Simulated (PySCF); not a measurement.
# vinyldifluoroborane (C₂H₃BF₂): geometry, NMR shifts, spin-spin couplings, electronic excitations and core binding energies

Aim: predict the NMR shifts, spin-spin couplings, electronic excitations and core binding energies of vinyldifluoroborane (C₂H₃BF₂) (`C=CB(F)F`).

Computed with PySCF 2.14.0, with density-fitted response routines of our own, on a single molecule in the gas phase. Atoms count from 0, in the outputs and in this text.

### 1 Starting geometry

8 atoms, charge 0, multiplicity 1; geometry from: GFN2-xTB. The atoms were then displaced at random by about 0.03 Å, so the start is not that level's minimum.

Bonds of the start (Å): C0–C1 1.23, C1–B2 1.51, B2–F3 1.44, B2–F4 1.33, C0–H5 1.16, C0–H6 1.09, C1–H7 1.04.

### 2 Relaxing the molecule at PBE0-D3(BJ)/def2-SVP

What the job is given:

```
{"job": {"xc": "PBE0", "basis": "def2-SVP", "d3": "d3bj", "grid": 1, "shake": 0.03, "kind": "geom"}, "charge": 0, "multiplicity": 1}
C     -1.147340     0.181900    -0.175180
C     -0.224750    -0.493010     0.281690
B      1.192100     0.024680     0.361830
F      2.339740    -0.692390     0.858490
F      1.612560     1.216960    -0.035670
H     -1.052760     1.280930    -0.538740
H     -2.191530    -0.115560    -0.250800
H     -0.371680    -1.470340     0.609390
```

The run is started by

```bash
$ OMP_NUM_THREADS=1 python probes_run.py task.json out
```

One launch serves the whole session: the jobs run in the order shown.

**Question.** This job is followed by: GIAO PBE0/pcSseg-1 NMR shielding, non-relativistic, gas phase; B3LYP/pcJ-1 indirect spin-spin coupling, non-relativistic, gas phase; TDDFT CAM-B3LYP/def2-SVPD, vertical, gas phase, core orbitals frozen in the response; GIAO PBE/pcSseg-2 NMR shielding, non-relativistic, gas phase; delta-SCF UKS SCAN, pcX-2 on the ionised atom, pcseg-1 elsewhere, spin-free X2C. What will the session give for the following? point group; rotational constants (main isotopes); 13C shifts against TMS (PBE0/pcSseg-1); 1H shifts against TMS (PBE0/pcSseg-1); 11B shifts against BF3·OEt2 (PBE0/pcSseg-1); 19F shifts against CFCl3 (PBE0/pcSseg-1, means over atoms taken as alike); surface potential, 1st and 99th percentile; largest coupling of the table (B3LYP/pcJ-1); lowest singlet (CAM-B3LYP/def2-SVPD); brightest single state of those computed; lowest triplet; vertical ionisation energy (ΔSCF); vertical electron affinity (ΔSCF); C1s binding energies, SCAN/pcX-2; B1s binding energies, SCAN/pcX-2; F1s binding energies, SCAN/pcX-2; range of the shift of F3.

The runs gave:

| quantity | value |
| --- | --- |
| point group | Cs |
| rotational constants (main isotopes) | 9.66, 3.84, 2.75 GHz |
| 13C shifts against TMS (PBE0/pcSseg-1) | 157.6, 132.8 ppm |
| 1H shifts against TMS (PBE0/pcSseg-1) | 6.95, 6.75, 6.07 ppm |
| 11B shifts against BF3·OEt2 (PBE0/pcSseg-1) | 23.6 ppm |
| 19F shifts against CFCl3 (PBE0/pcSseg-1, means over atoms taken as alike) | -83.4 ppm |
| surface potential, 1st and 99th percentile | -0.81 V and 1.57 V |
| largest coupling of the table (B3LYP/pcJ-1) | 2J(F,F) F3–F4, -208.9 Hz |
| lowest singlet (CAM-B3LYP/def2-SVPD) | 6.72 eV (184 nm), f = 0.001 |
| brightest single state of those computed | state 2, 6.77 eV, f = 0.355 |
| lowest triplet | 3.91 eV |
| vertical ionisation energy (ΔSCF) | 11.15 eV |
| vertical electron affinity (ΔSCF) | -0.48 eV (unbound: the value hangs on the basis) |
| C1s binding energies, SCAN/pcX-2 | C0 291.33, C1 290.88 eV |
| B1s binding energies, SCAN/pcX-2 | B2 199.26 eV |
| F1s binding energies, SCAN/pcX-2 | F3 693.40 eV |
| range of the shift of F3 | -105.0 to -83.4 ppm |

The start was shaken at random, so part of the energy gained undoes that. Over 11 steps the energy fell by 0.936 eV; of the close pairs, B2–F3 changed most, 1.442 to 1.321 Å. No frequency check was run at this level, so the end point may be a saddle. The most deshielded carbon is C0 (terminal =CH2 carbon), at 157.6 ppm: an sp2 carbon of a C=C bond. At PBE0/pcSseg-1, counted by nearest atom on the grid, the HOMO lies on C0, C1 about 40 % each, the LUMO on C0 30 %; B2 24 %. Of the pairs tabulated at B3LYP/pcJ-1, F3–F4 couples most strongly (-208.9 Hz; Fermi contact 38.4 Hz). Density functionals describe couplings to fluorine poorly, F–F couplings above all, so those rows are rough. The lowest singlet, at 6.72 eV, is HOMO−1→LUMO 0.98 and is dark; of the 10 states computed, the strongest absorption comes from state 2 at 6.77 eV. The lowest triplet lies 2.81 eV below the lowest singlet (triplets in Tamm-Dancoff, singlets in full TDDFT). The orbital energy would give 10.00 eV for ionisation, ΔSCF gives 11.15 eV. C0 (terminal =CH2 carbon) binds its C1s electron 0.45 eV more tightly than C1 (alkene CH). Across the 2 runs the shift of F3 (with its like atoms) moves most, between -105.0 (PBE/pcSseg-2) and -83.4 ppm (PBE0/pcSseg-1).
